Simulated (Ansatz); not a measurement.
This script drives the Ansatz DFT code, driven from Python.

`ch4o2ssi.py`
```python
# -*- coding: utf-8 -*-
from pathlib import Path

import ansatz as az
from ase import Atoms
import numpy as np

atoms = Atoms(["O", "Si", "S", "C", "O", "H", "H", "H", "H"], positions=[
    (-0.5699, 0.3777, 1.8404),
    (0.2535, -0.093, 0.5406),
    (0.4806, -2.1738, 0.4597),
    (0.6621, 0.9349, -0.9332),
    (-0.6554, 0.2514, -0.816),
    (-1.573, 0.4921, 1.6649),
    (-0.4687, -2.4062, -0.3724),
    (1.3409, 0.5576, -1.6513),
    (0.6185, 2.013, -0.7497),
])
geometry = az.Crystal.molecule_from_ase(atoms)

model = geometry.calculation().basis(gaussian="def2-SVP")

print("functional    E (Ha)        dipole (D)   HOMO (eV)  LUMO (eV)")
for name in ["r2scan", "b3lyp", "blyp", "lc_wpbe"]:
    data = model.functional(name).forces().orbitals().run(threads=1, backend="cpu", runs_dir="runs").report
    lines = Path(data["orbitals_path"]).read_text().splitlines()
    field_of = lambda key: [line.split("=")[1].strip() for line in lines if line.startswith(key)]
    orbitals = [(27.211386 * float(e), s, float(n)) for e, s, n in zip(field_of("Ene="), field_of("Spin="), field_of("Occup="))]
    homo = max(e for e, _, n in orbitals if n > 0.5)
    lumo = min(e for e, _, n in orbitals if n < 0.5)
    dipole = 4.803205 * np.linalg.norm(data["charge_distribution"]["dipole_moment_e_ang"])
    print(f"{name:10s} {data['free_energy_ev'] / 27.211386246:14.6f} {dipole:9.3f} {homo:11.3f} {lumo:10.3f}")
```

It is started by `python ch4o2ssi.py`. How long does it take on 1 thread of Arm Neoverse V1, with other jobs on the host, and how much memory does it need?

It took about 18 s, with a peak of 0.26 GiB, for 4 runs of the engine.

```console
$ python ch4o2ssi.py
functional    E (Ha)        dipole (D)   HOMO (eV)  LUMO (eV)
r2scan        -878.159767     1.161      -6.299     -1.975
b3lyp         -878.336840     1.004      -6.972     -1.524
blyp          -878.248951     1.011      -5.739     -2.006
lc_wpbe       -877.984820     1.105      -9.980      0.909
```

Notes:
- Total energies depend on the basis set; only differences at equal settings carry meaning.
- The geometry is a force-field or estimated start, not a minimum of this method, and the basis set is short of its limit. A lower total doesn't mark the better method: functionals have no common bound, and MP2 and coupled cluster aren't variational.
- b3lyp holds the VWN-RPA fit, as in Gaussian; the form of ORCA and Turbomole is b3lyp5.
- Levels such as HOMO and LUMO are orbital energies: with these approximate functionals they aren't the ionisation energy and electron affinity, and their gap isn't the fundamental gap.
